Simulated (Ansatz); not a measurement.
# H2SSi, SMILES [SiH]S: the interaction energy of a dimer with the counterpoise correction

Program: the Ansatz DFT code, driven from Python.

`dimer_h2ssi.py`:
```python
'''Binding of a H2SSi dimer at a trial geometry.'''

import ansatz as az
import numpy as np

BASIS_SET = 'cc-pVDZ'
FUNCTIONAL = 'B3LYP'

FIRST = [
    ('Si', (-0.1223, -0.9984, 0.243)),
    ('S', (0.1084, 1.1074, -0.2831)),
    ('H', (0.9582, -1.3952, 1.0264)),
    ('H', (-0.9444, 1.2862, -0.9862)),
]
SECOND = [
    ('Si', (-0.6725, -2.6859, -3.597)),
    ('S', (-2.6943, -3.5074, -3.5558)),
    ('H', (-0.2887, -2.3502, -2.3014)),
    ('H', (-2.8716, -3.7464, -4.7993)),
]

def energy(atoms, ghosts=()):
    molecule = az.Crystal.molecule()
    for symbol, xyz in atoms:
        molecule = molecule.atom(symbol, xyz)
    calc = (
        molecule.calculation()
        .basis(gaussian=BASIS_SET)
        .functional(FUNCTIONAL)
        .accuracy('medium')
    )
    deck = calc.input()
    if ghosts:
        deck = deck.set(az.key.basis.gaussian.ghost_atoms, [{'symbol': s, 'position_ang': list(xyz)} for s, xyz in ghosts])
    return az.Session.from_dict(deck).plan().execute().report['free_energy_ev']


def main() -> None:
    # ghost atoms carry the functions of the partner
    direction = np.array([-0.3277, -0.617, -0.7155])
    print('shift (A)   counterpoise-corrected interaction (eV)')
    for shift in (-0.3, 0.0, 0.4, 1.0, 2.0):
        moved = [(s, tuple(np.round(np.array(xyz) + shift * direction, 4))) for s, xyz in SECOND]
        gain = energy(FIRST + moved) - energy(FIRST, moved) - energy(moved, FIRST)
        print(f'{shift:8.2f} {gain:14.3f}')


if __name__ == '__main__':
    main()
```

```console
$ python dimer_h2ssi.py
shift (A)   counterpoise-corrected interaction (eV)
   -0.30          0.095
    0.00          0.052
    0.40          0.023
    1.00          0.009
    2.00          0.003
```

These settings explore the input space; basis and method may be short of convergence. The dimer is a generated trial pose of unrelaxed monomers, not a minimum, so the figure is no binding energy, and the basis set is small. b3lyp holds the VWN-RPA fit, as in Gaussian; the form of ORCA and Turbomole is b3lyp5. This level lacks the dispersion part of the attraction (electrostatics and induction are there), which can decide the sign where the interaction is weak. Hardware and time: 41 s on 1 thread of Arm Neoverse V1, on a shared host, peak memory 0.26 GiB.
